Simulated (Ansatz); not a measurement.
# F3HHfO: the cost of one run

Method: RKS PBE0/def2-SVP, in Ansatz 0.2.0.

### 1 The structure to begin with

Bond lengths: Hf1–O2 2.070 Å, O2–H3 1.010 Å, Hf1–F4 1.980 Å, Hf1–F5 1.979 Å, Hf1–F6 1.979 Å. Angles: Hf1–O2–H3 109.5°, O2–Hf1–F4 109.4°, O2–Hf1–F5 109.5°, O2–Hf1–F6 109.5°, F4–Hf1–F5 109.5°, F4–Hf1–F6 109.5°, F5–Hf1–F6 109.5°.

Structure file:

```xyz
6

Hf    0.0000    0.0000    0.0000
O     0.0000    0.0000    2.0700
H    -0.9095   -0.2814    2.4071
F     1.8671    0.0000   -0.6593
F    -0.9326    1.6157   -0.6593
F    -0.9326   -1.6157   -0.6593
```

### 2 Relaxing the start

input.yaml

```yaml
crystal:
  periodic: [false, false, false]
  atoms:
    - { symbol: Hf, position_ang: [0.0, 0.0, 0.0] }
    - { symbol: O, position_ang: [0.0, 0.0, 2.07] }
    - { symbol: H, position_ang: [-0.9095, -0.2814, 2.4071] }
    - { symbol: F, position_ang: [1.8671, 0.0, -0.6593] }
    - { symbol: F, position_ang: [-0.9326, 1.6157, -0.6593] }
    - { symbol: F, position_ang: [-0.9326, -1.6157, -0.6593] }
basis:
  gaussian: { orbitals: def2-SVP }
hamiltonian:
  xc: pbe0
relax:
  f_tol: 0.02
  max_steps: 40
```

Started as:

```
$ ansatz run input.yaml --threads 2 --pin off --max-ram 3072MiB --backend cpu --events-out ev --progress --plain --runs-dir out
```

Q: Estimate wall time and peak memory on 2 threads of Intel Xeon Platinum 8488C (Sapphire Rapids), shared host.

About 17 s, with a peak of 0.2 GiB.
